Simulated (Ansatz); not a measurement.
# H10Si3Sn: the cost of one run

Method: the settings change from run to run; program: Ansatz 0.2.0, Gaussian basis.

## 1. The relaxed structure

An earlier PBE0-D4 in a triple-zeta def2 set relaxation fixed the geometry. Sn takes a core potential in def2 sets; no spin-orbit term is included.

SMILES `[SiH3][SnH]([SiH3])[SiH3]`, 14 atoms, charge 0, spin multiplicity 1.

Atoms are counted from 1 here; the program's logs count them from 0.

Bond lengths: Si1–Sn2 2.563 Å, Si1–H5 1.487 Å, Si1–H6 1.487 Å, Si1–H7 1.487 Å, Sn2–Si3 2.563 Å, Sn2–Si4 2.563 Å, Sn2–H8 1.713 Å, Si3–H9 1.487 Å, Si3–H10 1.487 Å, Si3–H11 1.487 Å, Si4–H12 1.487 Å, Si4–H13 1.487 Å, Si4–H14 1.487 Å. Angles: Sn2–Si1–H5 110.7°, Sn2–Si1–H6 110.7°, Sn2–Si1–H7 109.4°, H5–Si1–H6 108.8°, H5–Si1–H7 108.6°, H6–Si1–H7 108.6°, Si1–Sn2–Si3 110.0°, Si1–Sn2–Si4 110.0°, Si1–Sn2–H8 108.9°, Si3–Sn2–Si4 110.1°, Si3–Sn2–H8 108.9°, Si4–Sn2–H8 108.9°, Sn2–Si3–H9 110.7°, Sn2–Si3–H10 110.7°, Sn2–Si3–H11 109.4°, H9–Si3–H10 108.8°, H9–Si3–H11 108.6°, H10–Si3–H11 108.6° and more.

## 2. PBE-QIDH/def2-TZVP

Set apart from the defaults: multiplicity 3, the search for lower states set to off.

Input file in.yaml:

```yaml
crystal:
  periodic: [false, false, false]
  atoms:
    - {symbol: Si, position_ang: [-1.154004, 1.493662, -1.523478]}
    - {symbol: Sn, position_ang: [-0.490397, 0.068173, 0.501142]}
    - {symbol: Si, position_ang: [1.762838, 0.861491, 1.431226]}
    - {symbol: Si, position_ang: [-0.343050, -2.400172, -0.174926]}
    - {symbol: H, position_ang: [-2.460685, 1.047122, -2.075667]}
    - {symbol: H, position_ang: [-1.259844, 2.927945, -1.144881]}
    - {symbol: H, position_ang: [-0.119524, 1.357682, -2.583435]}
    - {symbol: H, position_ang: [-1.684205, 0.240146, 1.717101]}
    - {symbol: H, position_ang: [1.688631, 2.289012, 1.841605]}
    - {symbol: H, position_ang: [2.162349, 0.045563, 2.608669]}
    - {symbol: H, position_ang: [2.807378, 0.723185, 0.381501]}
    - {symbol: H, position_ang: [0.052126, -3.240968, 0.986379]}
    - {symbol: H, position_ang: [0.677240, -2.559651, -1.245297]}
    - {symbol: H, position_ang: [-1.651755, -2.882392, -0.691141]}
basis:
  gaussian: {orbitals: def2-TZVP}
magnetization: {spin_polarized: true, initial_magnetization: 2}
hamiltonian: {xc: {name: PBE-QIDH}}
scf: {lower_state_search: off}
```

Started as:

```bash
ansatz run in.yaml --threads 4 --pin off --events-out ev --progress --plain --max-ram 11315MiB
```

What time and memory should one allow on 4 threads of Arm Neoverse V2, shared host?

About 37 s, with a peak of 0.98 GiB.
